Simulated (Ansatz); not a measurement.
# Mg (bcc type): how the settings move a single-point run

How sensitive is a single-point run of Mg (bcc type) to its settings? A reference run comes first, then one run with altered input.

This is Mg in the bcc structure; at room conditions it is hcp.

Program: Ansatz 0.2.0. Level of theory: reference: DFT, LDA, all-electron LAPW, scalar-relativistic. These are calculated values, not measurements.

1 further run of the same task is left out (it didn't finish). Runs told in other sessions of the task aren't counted.

## 1. The system as given

It takes space group Im-3m (No. 229, cubic). The conventional cell has a = 3.508 Å, b = 3.508 Å, c = 3.508 Å, α = 90.00°, β = 90.00°, γ = 90.00°. Around Mg (site symmetry m-3m) lie 8 Mg at 3.04 Å.

Coordinates:

```xyz
1
Lattice="-1.7539 1.7539 1.7539 1.7539 -1.7539 1.7539 1.7539 1.7539 -1.7539" Properties=species:S:1:pos:R:3 pbc="T T T"
Mg    0.0000    0.0000    0.0000
```

## 2. Baseline

Contents of input.yaml:

```yaml
crystal:
  lattice:
    - [-1.7538825703, 1.7538825703, 1.7538825703]
    - [1.7538825703, -1.7538825703, 1.7538825703]
    - [1.7538825703, 1.7538825703, -1.7538825703]
  atoms:
    - { symbol: Mg, position: [0.0, 0.0, 0.0] }
kpoints:
  mp_grid: { grid: [15, 15, 15] }
  band_path:
    path:
      - [0.0, 0.0, 0.0]
      - [0.5, -0.5, 0.5]
      - [0.0, 0.0, 0.5]
      - [0.0, 0.0, 0.0]
      - [0.25, 0.25, 0.25]
      - [0.5, -0.5, 0.5]
      - [0.25, 0.25, 0.25]
      - [0.0, 0.0, 0.5]
    npoints: 14
scf:
  occupations: { method: fermi_dirac, width: 0.08 }
hamiltonian:
  xc: lda
  pseudopotentials: { kind: all_electron, lapw: { basis_error: 0.001 } }
output:
  forces: true
  stress: true
  eigenvalues: true
  populations: true
  dos: { projected: true, de: 0.2, e_range: [-14, 8] }
```

The run is started by

```
ansatz run input.yaml --threads 1 --pin off --max-ram 2048MiB --backend cpu --events-out ev --progress --plain --runs-dir out
```

## 3. Changing settings: n_extra_bands 8, xc_grid 4

input.yaml: that of step 2 with these lines changed.

```diff
@@ -22,2 +22,3 @@
   occupations: { method: fermi_dirac, width: 0.08 }
+  n_extra_bands: 8
 hamiltonian:
@@ -30,2 +31,3 @@
   populations: true
-  dos: { projected: true, de: 0.2, e_range: [-14, 8] }
+basis:
+  xc_grid: 4
```

What does the calculation give? Wanted: for each run, ending; energy change; pressure; gap; force.

The runs gave:

| run | ending | energy change | pressure (GPa) | gap (eV) | force (eV/Å) | cycles | time |
| --- | --- | --- | --- | --- | --- | --- | --- |
| reference | converged | 0 | 0.0 | 0.00 | 0.00 | 5 | 4.5 s |
| 1: n_extra_bands 8, xc_grid 4 | converged | 0.0 meV/atom | 0.0 | 0.00 | 0.00 | 5 | 5.8 s |

Times don't compare one to one where runs were asked for different outputs or read a saved state (see the inputs); cycles may leave out searches for a lower state.

Residual by cycle in the longest SCF loop of each run; runs are numbered as in the table. The quantity is the density residual dr2, in eV.

| cycle | reference | run 1 |
| --- | --- | --- |
| 1 | 0.0138 | 0.0138 |
| 2 | 0.0032 | 0.0032 |
| 3 | 3.7e-6 | 3.7e-6 |
| 4 | 5.7e-8 | 5.6e-8 |
| 5 | 5.0e-10 | 5.4e-10 |

**Reading.** Changing the band count and numerical grids hardly moves the energy: 0.0 meV/atom.
